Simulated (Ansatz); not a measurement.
# Gallium trichloride (monomer) (GaCl₃): basis-set convergence

How large a basis does gallium trichloride (monomer) (GaCl₃) need? Two functionals are run in growing sets.

Method: one geometry, several basis sets; program: Ansatz 0.2.0, Gaussian basis.

The runs, in order: PBE0-D4/def2-SVP; ωB97M-V/def2-SVP; PBE0-D4/def2-QZVPP; ωB97M-V/def2-QZVPP; the functionals' def2-TZVPP values are taken from earlier runs.

## 1. Structure used throughout

An earlier PBE0-D4 in a triple-zeta def2 set relaxation fixed the geometry.

SMILES `[Cl][Ga]([Cl])[Cl]`, 4 atoms, charge 0, spin multiplicity 1.

Atoms are counted from 1 here; the program's logs count them from 0.

Bond lengths: Cl1–Ga2 2.112 Å, Ga2–Cl3 2.112 Å, Ga2–Cl4 2.112 Å. Angles: Cl1–Ga2–Cl3 120.0°, Cl1–Ga2–Cl4 120.0°, Cl3–Ga2–Cl4 120.0°.

## 2. PBE0-D4 in def2-SVP

The input, in.yaml:

```yaml
crystal:
  periodic: [false, false, false]
  atoms:
    - {symbol: Cl, position_ang: [0.866702, 0.371448, 1.887460]}
    - {symbol: Ga, position_ang: [0.013828, -0.015106, -0.005125]}
    - {symbol: Cl, position_ang: [-0.090285, -1.995040, -0.731580]}
    - {symbol: Cl, position_ang: [-0.734744, 1.578298, -1.171056]}
basis:
  gaussian: {orbitals: def2-SVP}
hamiltonian: {xc: pbe0, dispersion: d4}
output: {orbitals: {seedname: orbitals}}
```

After this run come: ωB97M-V in def2-SVP; PBE0-D4 in def2-QZVPP; ωB97M-V in def2-QZVPP.

Before running them: what should the planned runs give, taken together? Wanted: PBE0-D4: double and triple zeta above quadruple; ωB97M-V: double and triple zeta above quadruple.

The runs gave:

| quantity | value |
| --- | --- |
| PBE0-D4: double and triple zeta above quadruple | 21.93, 2.27 eV |
| ωB97M-V: double and triple zeta above quadruple | 21.62, 2.18 eV |

**Reading.** For PBE0-D4 the step from double to triple zeta gains 19.66 eV and the next only 2.27 eV. These are total energies; as a rule much of such shifts cancels in differences, which this series doesn't test.
